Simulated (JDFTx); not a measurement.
# GaGe (P1) in JDFTx: convergence with smearing width

Aim: find how far smearing width must go before the results for GaGe settle, at BLYP. This setting moves, with any that are tied to it; all else stays.

Program: JDFTx 1.7.0 (patched build). These are calculated values, not measurements. Logs are shortened: lines on timing, memory, paths and dates and some standing lists are left out, and cuts for length are marked. The log counts tension as positive stress, the text compression.

### 1 The cell of the first run

The typed cell holds 2 atoms: a = 4.098 Å, b = 4.098 Å, c = 4.098 Å, α = 60.00°, β = 60.00°, γ = 60.00°.

The cell comes from a database or a generator and needn't be the stable form of this composition.

The cell isn't the ideal one: atoms moved at random, drawn with an rms of 0.15 Å.

### 2 With smearing width 0.3 eV

GaGe.in reads:

```
include GaGe.lattice
coords-type Lattice
include GaGe.ionpos

ion-species pseudo/Ge.upf
ion-species pseudo/Ga.upf
elec-cutoff 40 320
elec-ex-corr gga-x-b88 gga-c-lyp
kpoint-folding 5 5 5
elec-smearing Fermi 0.011024797
elec-n-bands 20
electronic-SCF nIterations 100 energyDiffThreshold 1e-09
electronic-minimize nIterations 30 energyDiffThreshold 1e-7
forces-output-coords Cartesian

dump-name run.$VAR
dump End Ecomponents EigStats BandEigs Kpoints Forces Stress
```

GaGe.lattice reads:

```
lattice \
    0.0000000000     5.4761315119     5.4761315119 \
    5.4761315119     0.0000000000     5.4761315119 \
    5.4761315119     5.4761315119     0.0000000000
```

GaGe.ionpos reads:

```
ion Ge     0.0014710000     0.0096930000     0.0047040000 1
ion Ga     0.3049040000     0.2530730000     0.1923150000 1
```

Potentials or basis: PseudoDojo-SR-PBE-0.5-standard with smoothed tails.

Started as:

```
jdftx -c 1 -i GaGe.in -o GaGe.out
```

Output:

```text
*************** JDFTx 1.7.0 (patched build) ***************

Input parsed successfully to the following command list (including defaults):
[... the input with its defaults ...]

---------- Setting up symmetries ----------

Found 48 point-group symmetries of the bravais lattice
Found 1 space-group symmetries with basis
Applied RMS atom displacement 0 bohrs to make symmetries exact.

---------- Initializing the Grid ----------
R =
[            0      5.47613      5.47613  ]
[      5.47613            0      5.47613  ]
[      5.47613      5.47613            0  ]
unit cell volume = 328.437
G =
[  -0.573688   0.573688   0.573688  ]
[   0.573688  -0.573688   0.573688  ]
[   0.573688   0.573688  -0.573688  ]
Minimum fftbox size, Smin = [  64  64  64  ]
Chosen fftbox size, S = [  64  64  64  ]

---------- Initializing tighter grid for wavefunction operations ----------
R =
[            0      5.47613      5.47613  ]
[      5.47613            0      5.47613  ]
[      5.47613      5.47613            0  ]
unit cell volume = 328.437
G =
[  -0.573688   0.573688   0.573688  ]
[   0.573688  -0.573688   0.573688  ]
[   0.573688   0.573688  -0.573688  ]
Minimum fftbox size, Smin = [  48  48  48  ]
Chosen fftbox size, S = [  48  48  48  ]

---------- Exchange Correlation functional ----------
Initialized LibXC exchange functional 'Becke 88'
Initialized LibXC correlation functional 'Lee, Yang & Parr'

---------- Setting up pseudopotentials ----------
Width of ionic core gaussian charges (only for fluid interactions / plotting) set to 0

Reading pseudopotential file 'pseudo/Ge.upf':
  'Ge' pseudopotential, 'PBE' functional
  Generated using ONCVPSP code by D. R. Hamann
  14 valence electrons, 3 orbitals, 6 projectors, 1001 radial grid points, with lMax = 2
    3D    l: 2   occupation: 10.0   eigenvalue: -1.077154
    4S    l: 0   occupation:  2.0   eigenvalue: -0.431124
    4P    l: 1   occupation:  2.0   eigenvalue: -0.143154
  Core radius for overlap checks: 1.83 bohrs.

Reading pseudopotential file 'pseudo/Ga.upf':
  'Ga' pseudopotential, 'PBE' functional
  Generated using ONCVPSP code by D. R. Hamann
  13 valence electrons, 3 orbitals, 6 projectors, 1001 radial grid points, with lMax = 2
    3D    l: 2   occupation: 10.0   eigenvalue: -0.703915
    4S    l: 0   occupation:  2.0   eigenvalue: -0.328859
    4P    l: 1   occupation:  1.0   eigenvalue: -0.094784
  Core radius for overlap checks: 1.84 bohrs.

Initialized 2 species with 2 total atoms.

Folded 1 k-points by 5x5x5 to 125 k-points.

---------- Setting up k-points, bands, fillings ----------
Adding inversion symmetry to k-mesh for non-inversion-symmetric unit cell.
Reduced to 63 k-points under symmetry.
Computing the number of bands and number of electrons
Calculating initial fillings.
nElectrons:  27.000000   nBands: 20   nStates: 63

----- Setting up reduced wavefunction bases (one per k-point) -----
average nbasis = 3970.760 , ideal nbasis = 3968.584

---------- Setting up ewald sum ----------
Optimum gaussian width for ewald sums = 2.487164 bohr.
Real space sum over 1331 unit cells with max indices [  5  5  5  ]
Reciprocal space sum over 2197 terms with max indices [  6  6  6  ]

---------- Allocating electronic variables ----------
Initializing wave functions:  linear combination of atomic orbitals
Note: number of bands (20) exceeds available atomic orbitals (18)
Ge pseudo-atom occupations:   s ( 2 )  p ( 2 )  d ( 10 )
Ga pseudo-atom occupations:   s ( 2 )  p ( 1 )  d ( 10 )
	FillingsUpdate:  mu: +0.283469775  nElectrons: 27.000000
LCAOMinimize: Iter:   0  F: -146.7730371864003871  |grad|_K:  3.518e-04  alpha:  1.000e+00
	FillingsUpdate:  mu: +0.282251885  nElectrons: 27.000000
LCAOMinimize: Iter:   1  F: -146.7739251839051633  |grad|_K:  2.966e-05  alpha:  5.714e-01  linmin:  3.529e-03  cgtest:  5.201e-03
	FillingsUpdate:  mu: +0.282448566  nElectrons: 27.000000
LCAOMinimize: Iter:   2  F: -146.7739348178185992  |grad|_K:  1.915e-06  alpha:  8.684e-01  linmin: -8.191e-03  cgtest:  6.197e-02
	FillingsUpdate:  mu: +0.282445209  nElectrons: 27.000000
LCAOMinimize: Iter:   3  F: -146.7739348549680756  |grad|_K:  3.933e-07  alpha:  8.034e-01  linmin: -1.045e-06  cgtest: -8.765e-04
	FillingsUpdate:  mu: +0.282446289  nElectrons: 27.000000
LCAOMinimize: Iter:   4  F: -146.7739348564641659  |grad|_K:  7.074e-08  alpha:  7.681e-01  linmin:  1.275e-03  cgtest: -9.352e-03
LCAOMinimize: Converged (|Delta F|<1.000000e-06 for 2 iters).

-------- Electronic minimization -----------
Will mix electronic density at each iteration.
	FillingsUpdate:  mu: +0.282446289  nElectrons: 27.000000
	FillingsUpdate:  mu: +0.276560412  nElectrons: 27.000000
SCF: Cycle:  0   F: -146.819279570831867   dF: -4.534e-02   |Residual|: 5.891e-02   |deigs|: 1.364e-01
	FillingsUpdate:  mu: +0.279955046  nElectrons: 27.000000
SCF: Cycle:  1   F: -146.820391594202675   dF: -1.112e-03   |Residual|: 3.184e-02   |deigs|: 5.411e-03
	FillingsUpdate:  mu: +0.284764651  nElectrons: 27.000000
SCF: Cycle:  2   F: -146.820694983507735   dF: -3.034e-04   |Residual|: 7.679e-03   |deigs|: 4.749e-03
	FillingsUpdate:  mu: +0.285096033  nElectrons: 27.000000
SCF: Cycle:  3   F: -146.820718530155688   dF: -2.355e-05   |Residual|: 3.185e-03   |deigs|: 2.330e-03
	FillingsUpdate:  mu: +0.285834837  nElectrons: 27.000000
SCF: Cycle:  4   F: -146.820724545244559   dF: -6.015e-06   |Residual|: 9.445e-04   |deigs|: 1.167e-03
	FillingsUpdate:  mu: +0.285864820  nElectrons: 27.000000
SCF: Cycle:  5   F: -146.820724987639721   dF: -4.424e-07   |Residual|: 5.427e-04   |deigs|: 9.910e-05
	FillingsUpdate:  mu: +0.285919083  nElectrons: 27.000000
SCF: Cycle:  6   F: -146.820725139098045   dF: -1.515e-07   |Residual|: 7.312e-05   |deigs|: 1.183e-04
	FillingsUpdate:  mu: +0.285919210  nElectrons: 27.000000
SCF: Cycle:  7   F: -146.820725155697829   dF: -1.660e-08   |Residual|: 3.001e-05   |deigs|: 6.357e-05
	FillingsUpdate:  mu: +0.285919623  nElectrons: 27.000000
SCF: Cycle:  8   F: -146.820725160357824   dF: -4.660e-09   |Residual|: 1.031e-05   |deigs|: 6.458e-05
	FillingsUpdate:  mu: +0.285919804  nElectrons: 27.000000
SCF: Cycle:  9   F: -146.820725161592122   dF: -1.234e-09   |Residual|: 4.718e-06   |deigs|: 6.005e-05
	FillingsUpdate:  mu: +0.285919622  nElectrons: 27.000000
SCF: Cycle: 10   F: -146.820725161966578   dF: -3.745e-10   |Residual|: 2.918e-06   |deigs|: 7.108e-05
	FillingsUpdate:  mu: +0.285919596  nElectrons: 27.000000
SCF: Cycle: 11   F: -146.820725162084443   dF: -1.179e-10   |Residual|: 6.819e-07   |deigs|: 7.622e-05
SCF: Converged (|Delta E|<1.000000e-09 for 2 iters).

Setting wave functions to eigenvectors of Hamiltonian
WARNING: the partial cores' own exchange and correlation, taken off the total, pulls at atoms by up to 4.7e-04 Eh/a0
   and adds 0.009 GPa to the pressure: cores overlap, or the grid is coarse for them. See exc-core.

# Stress tensor in Cartesian coordinates [Eh/a0^3]:
[ -0.000115923  0.000116925  3.04342e-05  ]
[  0.000116925 -0.000167669 -0.000175741  ]
[  3.04342e-05 -0.000175741 -0.000142147  ]

# Ionic positions in lattice coordinates:
ion Ge   0.001471000000000   0.009693000000000   0.004704000000000 1
ion Ga   0.304904000000000   0.253073000000000   0.192315000000000 1

# Forces in Cartesian coordinates:
force Ge  -0.020597098409900   0.008762642437866   0.013771733525423 1
force Ga   0.020715341084342  -0.008385077701632  -0.013969225336948 1

# Energy components:
   Eewald =      -89.4979258998940423
       EH =       53.6457639023778938
     Eloc =     -131.5569585830915855
      Enl =      -84.7762671455411834
      Exc =      -42.4203675970480276
 Exc_core =       18.6886033978296204
       KE =      129.1068502413958470
-------------------------------------
     Etot =     -146.8103016839714599
       TS =        0.0104234781129778
-------------------------------------
        F =     -146.8207251620844431

IonicMinimize: Iter:   0  F: -146.820725162084443  |grad|_K:  1.519e-02
IonicMinimize: None of the convergence criteria satisfied after 0 iterations.

#--- Lowdin population analysis ---
# oxidation-state Ge +0.045
# oxidation-state Ga -0.000

Dumping 'run.eigStats' ...
	eMin: -0.595102 at state 10 ( [ +0.000000 +0.400000 +0.400000 ] spin 0 )
	HOMO: +0.285606 at state 58 ( [ +0.400000 -0.200000 +0.000000 ] spin 0 )
	mu  : +0.285920
	LUMO: +0.286491 at state 29 ( [ +0.200000 -0.400000 +0.200000 ] spin 0 )
	eMax: +0.797961 at state 10 ( [ +0.000000 +0.400000 +0.400000 ] spin 0 )
	HOMO-LUMO gap: +0.000885
	Optical gap  : +0.014618 at state 18 ( [ +0.200000 +0.200000 +0.000000 ] spin 0 )
Done!
```

Wall time 5 min (1 thread of Arm Neoverse V1, shared host); peak memory 0.27 GiB.

What came out:

| Quantity | Value |
| --- | --- |
| Free energy | -3995.1955 eV |
| Pressure | 4.2 GPa |
| Band gap on the k mesh | none (metal or under the smearing width) |

### 3 With smearing width 0.2 eV

GaGe.in: that of step 2 with these lines changed.

```diff
@@ -9,3 +9,3 @@
 kpoint-folding 5 5 5
-elec-smearing Fermi 0.011024797
+elec-smearing Fermi 0.0073498644
 elec-n-bands 20
```

GaGe.lattice is that of step 2.

GaGe.ionpos is that of step 2.

Potentials or basis: PseudoDojo-SR-PBE-0.5-standard with smoothed tails.

Started as:

```
jdftx -c 1 -i GaGe.in -o GaGe.out
```

It took 4.7 min on 1 thread of Arm Neoverse V1, shared host; peak memory 0.27 GiB.

What came out:

* Free energy: -3995.1141 eV
* Pressure: 3.9 GPa
* Band gap on the k mesh: none (metal or under the smearing width)

### 4 With smearing width 0.15 eV

GaGe.in: that of step 3 with these lines changed.

```diff
@@ -9,3 +9,3 @@
 kpoint-folding 5 5 5
-elec-smearing Fermi 0.0073498644
+elec-smearing Fermi 0.0055123983
 elec-n-bands 20
```

GaGe.lattice is that of step 3.

GaGe.ionpos is that of step 3.

Started as:

```
jdftx -c 1 -i GaGe.in -o GaGe.out
```

It took 5 min on 1 thread of Arm Neoverse V1, shared host; peak memory 0.27 GiB.

Results:

```yaml
Free_energy: -3995.0835 eV
Pressure: 3.8 GPa
Band_gap_on_the_k_mesh: none (metal or under the smearing width)
```

### 5 With smearing width 0.1 eV

GaGe.in: that of step 4 with these lines changed.

```diff
@@ -9,3 +9,3 @@
 kpoint-folding 5 5 5
-elec-smearing Fermi 0.0055123983
+elec-smearing Fermi 0.0036749322
 elec-n-bands 20
```

GaGe.lattice is that of step 4.

GaGe.ionpos is that of step 4.

Started as:

```
jdftx -c 1 -i GaGe.in -o GaGe.out
```

Wall time 4.9 min (1 thread of Arm Neoverse V1, shared host); peak memory 0.27 GiB.

What came out:

| Property | Result |
| --- | --- |
| Free energy | -3995.0600 eV |
| Pressure | 3.8 GPa |
| Band gap on the k mesh | none (metal or under the smearing width) |

### 6 With smearing width 0.05 eV

GaGe.in: that of step 5 with these lines changed.

```diff
@@ -9,3 +9,3 @@
 kpoint-folding 5 5 5
-elec-smearing Fermi 0.0036749322
+elec-smearing Fermi 0.0018374661
 elec-n-bands 20
```

GaGe.lattice is that of step 5.

GaGe.ionpos is that of step 5.

Potentials or basis: PseudoDojo-SR-PBE-0.5-standard with smoothed tails.

Started as:

```
jdftx -c 1 -i GaGe.in -o GaGe.out
```

It took 5 min on 1 thread of Arm Neoverse V1, shared host; peak memory 0.27 GiB.

Results (log left out):

* Free energy: -3995.0446 eV
* Pressure: 3.7 GPa
* Band gap on the k mesh: none (metal or under the smearing width)

### 7 With smearing width 0.025 eV

GaGe.in: that of step 6 with these lines changed.

```diff
@@ -9,3 +9,3 @@
 kpoint-folding 5 5 5
-elec-smearing Fermi 0.0018374661
+elec-smearing Fermi 0.00091873305
 elec-n-bands 20
```

GaGe.lattice is that of step 6.

GaGe.ionpos is that of step 6.

Started as:

```
jdftx -c 1 -i GaGe.in -o GaGe.out
```

Wall time 5 min (1 thread of Arm Neoverse V1, shared host); peak memory 0.27 GiB.

The run converged. Its results:

```
Free energy            : -3995.0406 eV
Pressure               : 3.7 GPa
Band gap on the k mesh : none (metal or under the smearing width)
```

### 8 With smearing width 0.01 eV

GaGe.in: that of step 7 with these lines changed.

```diff
@@ -9,3 +9,3 @@
 kpoint-folding 5 5 5
-elec-smearing Fermi 0.00091873305
+elec-smearing Fermi 0.00036749322
 elec-n-bands 20
```

GaGe.lattice is that of step 7.

GaGe.ionpos is that of step 7.

Started as:

```
jdftx -c 1 -i GaGe.in -o GaGe.out
```

It took 5 min on 1 thread of Arm Neoverse V1, shared host; peak memory 0.27 GiB.

The run converged. Its results:

| Property | Result |
| --- | --- |
| Free energy | -3995.0395 eV |
| Pressure | 3.7 GPa |
| Band gap on the k mesh | none (metal or under the smearing width) |

### 9 Summary

| smearing width | energy less the tightest run, at zero smearing (meV/atom) | pressure (GPa) | SCF cycles | CPU time (s) | peak memory (GiB) |
| --- | --- | --- | --- | --- | --- |
| 0.3 eV | -7.16 | 4.18 | 12 | 300 | 0.27 |
| 0.2 eV | -3.39 | 3.93 | 12 | 280 | 0.27 |
| 0.15 eV | -1.72 | 3.84 | 13 | 300 | 0.27 |
| 0.1 eV | -0.44 | 3.78 | 13 | 300 | 0.27 |
| 0.05 eV | 0.03 | 3.74 | 13 | 300 | 0.27 |
| 0.025 eV | -0.01 | 3.74 | 13 | 300 | 0.27 |
| 0.01 eV | 0.00 | 3.75 | 13 | 300 | 0.27 |

Against the tightest run, the energy stays within 1 meV/atom from 0.1 eV on; the pressure stays within 0.1 GPa from 0.15 eV on. Narrower smearing needs a denser k mesh, so at a fixed mesh the narrowest width isn't the most accurate. The tightest run that finished is the yardstick and may itself not be fully converged.

Caveats: all runs use coarse meshes; the cores' own exchange energy is taken off the total, which shifts forces and pressure where cores overlap; the potentials were made for another functional, which shifts forces and pressure.
